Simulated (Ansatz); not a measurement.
ZnHgO2:

```xyz
4
Lattice="4.0092 0.0000 0.0000 0.0000 4.0092 0.0000 0.0000 0.0000 3.3046" Properties=species:S:1:pos:R:3 pbc="T T T"
Zn    0.0000    0.0000    0.0000
Hg    2.0046    2.0046    1.6523
O     2.0046    0.0000    0.0000
O     0.0000    2.0046    0.0000
```

The cell was built by a generator and needn't be a form met in nature.

Base run:

```yaml
Program: Ansatz 0.2.0
Functional: PBE
Potentials_or_basis: Ansatz PAW
Cutoff: "420 eV (not typed: the program's choice for these potentials)"
k_mesh: 5 × 5 × 6
Occupations: fermi-dirac, width 0.05 eV
Spin: no spin polarisation
```

Its results: band gap on the k mesh none (metal or under the smearing width); pressure 0.1 GPa.

Problem. The run is repeated on the same cell with these changes: functional from PBE to r2SCAN; cutoff from 420 eV (not typed: the program's choice for these potentials) to 500 eV (not typed: the program's choice for these potentials). What comes out?

Solution. Band gap on the k mesh none (metal or under the smearing width); pressure -5.4 GPa.

Caveats: spin-orbit coupling is left out, which moves the levels of the heavy elements (some runs); the PAW data sets come from PBE, with cores solved anew for the run's functional, which leaves a small shift of forces and pressure (some runs).
